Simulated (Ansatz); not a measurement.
The system is PBr.

```
CELL_PARAMETERS angstrom
4.93856 0.00000 0.00000
-2.06239 5.19450 0.00000
-0.69678 -0.65377 6.23326
ATOMIC_POSITIONS crystal
Br 0.66580 0.85501 0.24276
Br 0.33420 0.14499 0.75724
P 0.64072 0.49976 0.63187
P 0.35928 0.50024 0.36813
```

The cell comes from a database or a generator and needn't be the stable form of this composition.

```yaml
Program: Ansatz 0.2.0
Task: relaxation of cell and atoms
Functional: PBE
Dispersion: D3(BJ)-ATM
Potentials_or_basis: Ansatz PAW
Cutoff: "420 eV (not typed: the program's choice for these potentials)"
k_mesh: 6 × 5 × 5
Occupations: fermi-dirac, width 0.05 eV
Spin: no spin polarisation
```

At the start: volume 39.98 Å³/atom.

Question: How do energy, volume and symmetry change on relaxing?

Answer: It ends after 15 steps and the volume is 30.28 Å³/atom (-24.3 %); space group P-1 (No. 2, to 0.05 Å).

Step by step:
| step | energy change (eV) | largest force (eV/Å) | volume (Å³) |
| --- | --- | --- | --- |
| 1 | 0.0000 | 0.0984 | 159.90 |
| 2 | -0.0444 | 0.0587 | 150.53 |
| 3 | -0.1088 | 0.1123 | 137.35 |
| 4 | -0.1451 | 0.2976 | 126.99 |
| 5 | -0.1667 | 0.1441 | 117.81 |
| 6 | -0.1723 | 0.1840 | 120.49 |
| 7 | -0.1743 | 0.0592 | 120.44 |
| 8 | -0.1761 | 0.0469 | 121.70 |
| 9 | -0.1763 | 0.0068 | 121.64 |
| 10 | -0.1764 | 0.0070 | 121.58 |
| 11 | -0.1764 | 0.0129 | 121.40 |
| 12 | -0.1765 | 0.0082 | 121.36 |
| 13 | -0.1765 | 0.0046 | 121.32 |
| 14 | -0.1766 | 0.0097 | 121.12 |
| 15 | -0.1752 | 0.0095 | 121.12 |

Final structure:
```
Br P
1.0
     4.10875   -0.04677   -0.02407
    -1.76505    5.17463   -0.07274
    -0.60389   -0.74156    5.73444
Br P
2 2
Direct
  0.69222 0.83187 0.21217
  0.30778 0.16813 0.78783
  0.67825 0.49757 0.63828
  0.32175 0.50243 0.36172
```

Caveat: the volume moved by over 15 % at a fixed basis, so the end points are rough; the plane-wave basis is chosen anew once the cell has moved, so the energies of steps on either side of that aren't comparable.
